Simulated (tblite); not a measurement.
# CH9FNSi3: the cost of one run

Computed with tblite 0.8.0 and PySCF 2.14.0; each step states its level. No surroundings beyond the atoms listed, unless a continuum is named. Atoms count from 0, parts from 1.

## 1. Starting point

15 atoms, charge 0, multiplicity 2; geometry: distance geometry start.

## 2. Relaxing the cluster with GFN2-xTB

The job: settings as JSON, then the geometry in Å.

```
{"job": {"kind": "relax", "xc": "GFN2-xTB", "basis": "xTB"}, "charge": 0, "multiplicity": 2}
C      0.715824    -0.873542    -0.050654
Si     2.515597    -0.279233    -0.258009
F      0.561306    -2.202612     0.057677
N     -0.446248     0.008082    -0.209902
Si    -1.981018    -0.599050    -0.660560
Si    -0.752050     1.366230     0.801965
H      3.051106     0.106566     1.082942
H      2.565075     0.877608    -1.141301
H      3.363283    -1.366247    -0.792776
H     -2.644619    -1.202825     0.522269
H     -2.812489     0.466930    -1.244144
H     -1.773655    -1.631807    -1.685089
H     -1.651032     2.363761     0.140206
H      0.546100     2.055526     1.089509
H     -1.316058     0.900133     2.093870
```

Method: GFN2-xTB geometry optimisation, gas phase.

Command:

```console
> OMP_NUM_THREADS=1 python cluster_run.py task.json out
```

One launch serves the whole session: the jobs run in the order shown.

**Question.** How long does this first job take on 1 thread of AMD EPYC 9R45, shared host?

About 3 s.
